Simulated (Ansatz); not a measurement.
# C₂H₇Cl₂NSi₂: one species, many methods

One table from this session's results is given with a row withheld; the runs are named, their logs left out.

Computed with Ansatz 0.2.0, Gaussian basis. Level: functionals in def2-TZVPP, the program's frozen cores in correlated methods.

Plan: LDA (SPW92), PBE-D4, revPBE-D4, BLYP-D4, r2SCAN-D4, B97M-V, PBE0-D4, B3LYP-D4, r2SCANh-D4, r2SCAN0-D4, HSE06-D4, BHLYP-D4, CAM-B3LYP-D4, LC-ωPBE, ωB97X-V, ωB97M-V, B2PLYP, PBE-QIDH; CCSD(T)/def2-SVP; CCSD(T)/def2-TZVPP; MP2/def2-QZVPP; extrapolation to the limit; RPA on PBE.

## The geometry

All runs share one geometry, relaxed beforehand with PBE0-D4 in a triple-zeta def2 set.

SMILES `C=CN([SiH2]Cl)[SiH2]Cl`, 14 atoms, charge 0, spin multiplicity 1.

Atoms are counted from 1 here; the program's logs count them from 0.

Bond lengths: C1–C2 1.328 Å, C1–H8 1.081 Å, C1–H9 1.084 Å, C2–N3 1.407 Å, C2–H10 1.088 Å, N3–Si4 1.732 Å, N3–Si6 1.730 Å, Si4–Cl5 2.054 Å, Si4–H11 1.476 Å, Si4–H12 1.477 Å, Si6–Cl7 2.056 Å, Si6–H13 1.475 Å, Si6–H14 1.478 Å. Angles: C2–C1–H8 119.5°, C2–C1–H9 123.2°, H8–C1–H9 117.3°, C1–C2–N3 126.5°, C1–C2–H10 119.2°, N3–C2–H10 114.3°, C2–N3–Si4 120.8°, C2–N3–Si6 118.0°, Si4–N3–Si6 120.9°, N3–Si4–Cl5 112.1°, N3–Si4–H11 110.3°, N3–Si4–H12 106.6°, Cl5–Si4–H11 107.1°, Cl5–Si4–H12 107.7°, H11–Si4–H12 113.0°, N3–Si6–Cl7 111.7°, N3–Si6–H13 108.7°, N3–Si6–H14 108.7° and more.

The first run:

in.yaml reads:

```yaml
crystal:
  periodic: [false, false, false]
  atoms:
    - {symbol: C, position_ang: [-0.619513, -2.128625, -0.002494]}
    - {symbol: C, position_ang: [-0.126849, -1.081339, 0.649645]}
    - {symbol: N, position_ang: [0.051387, 0.216348, 0.136115]}
    - {symbol: Si, position_ang: [-0.058181, 0.520875, -1.565647]}
    - {symbol: Cl, position_ang: [-2.002217, 0.506929, -2.228973]}
    - {symbol: Si, position_ang: [0.512666, 1.469331, 1.235811]}
    - {symbol: Cl, position_ang: [2.544518, 1.496190, 1.550037]}
    - {symbol: H, position_ang: [-0.692209, -3.082953, 0.500238]}
    - {symbol: H, position_ang: [-0.970310, -2.078598, -1.026818]}
    - {symbol: H, position_ang: [0.180232, -1.198868, 1.686277]}
    - {symbol: H, position_ang: [0.665870, -0.521445, -2.320164]}
    - {symbol: H, position_ang: [0.483569, 1.876960, -1.787775]}
    - {symbol: H, position_ang: [0.132757, 2.771500, 0.655288]}
    - {symbol: H, position_ang: [-0.114619, 1.204395, 2.547162]}
basis:
  gaussian: {orbitals: def2-TZVPP}
hamiltonian: {xc: lda}
output: {orbitals: {seedname: orbitals}}
```

Among the steps run: LDA; PBE-D4 (GGA); revPBE-D4 (GGA); BLYP-D4 (GGA); r2SCAN-D4 (meta-GGA); B97M-V (meta-GGA); PBE0-D4 (hybrid); B3LYP-D4 (hybrid); r2SCANh-D4 (hybrid); r2SCAN0-D4 (hybrid); HSE06-D4 (hybrid); BHLYP-D4 (hybrid); CAM-B3LYP-D4 (range-separated); LC-ωPBE (range-separated); ωB97X-V (range-separated); ωB97M-V (range-separated); B2PLYP (double hybrid); PBE-QIDH (double hybrid).

One of the session's tables, all rows but one given; the rest of the session is left out.

It belongs to the step «Orbital energies across the functionals». 

| functional | HOMO (eV) | gap (eV) |
| --- | --- | --- |
| LDA (SPW92) | -6.08 | 4.61 |
| PBE-D4 | -5.88 | 4.69 |
| revPBE-D4 | -5.81 | 4.74 |
| BLYP-D4 | -5.70 | 4.68 |
| r2SCAN-D4 | -6.08 | 5.15 |
| B97M-V | -6.13 | 5.19 |
| PBE0-D4 | -6.98 | 6.72 |
| B3LYP-D4 | -6.75 | 6.30 |
| r2SCANh-D4 | -6.49 | 5.90 |
| r2SCAN0-D4 | -7.12 | 7.02 |
| HSE06-D4 | ? | ? |
| BHLYP-D4 | -7.93 | 8.69 |
| CAM-B3LYP-D4 | -8.26 | 9.08 |
| LC-ωPBE | -9.63 | 11.58 |
| ωB97X-V | -9.25 | 11.10 |
| ωB97M-V | -9.17 | 10.80 |

Estimate the missing values for HSE06-D4.

The run gave: HOMO (eV): -6.58; gap (eV): 5.95. In the column «HOMO (eV)» it lies between B3LYP-D4 (-6.75) and r2SCANh-D4 (-6.49).
